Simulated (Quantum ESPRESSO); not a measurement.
The system is HfGe.

```
Hf Ge
1.0
     3.50084    0.00000    0.00000
     0.00000    3.50084    0.00000
     0.00000    0.00000    3.50084
Hf Ge
1 1
Direct
  0.00000 0.00000 0.00000
  0.50000 0.50000 0.50000
```

The cell was built by a generator and needn't be a form met in nature.

- Program: Quantum ESPRESSO 7.5
- Task: phonons
- Functional: AM05
- Potentials or basis: PseudoDojo 0.4.1 SR PBE standard
- Cutoff: 1061 eV
- Density cutoff: 4245 eV
- k mesh: 8 × 8 × 8
- Occupations: cold, width 0.2 eV
- Spin: no spin polarisation
- Mixing beta: 0.5
- Most SCF iterations: 120
- SCF threshold: 4e-10 Ry

The cell and the atoms were relaxed first, to 18.09 Å³/atom (a = 3.307 Å, b = 3.307 Å, c = 3.307 Å, α = 90.00°, β = 90.00°, γ = 90.00°), and the response was taken there.

Task: Where do the zone-centre optical modes lie?

Result: T1u at 160 cm⁻¹ (IR).

Optical modes at Γ, degenerate ones joined:
```csv
cm⁻¹,components,symmetry,active in
160,3,T1u,IR
```

Caveat: the mesh is thin for the phonons of a metal; the potentials were made for another functional, which shifts forces and pressure; the volume moved by over 15 % at a fixed basis, so the end points are rough.
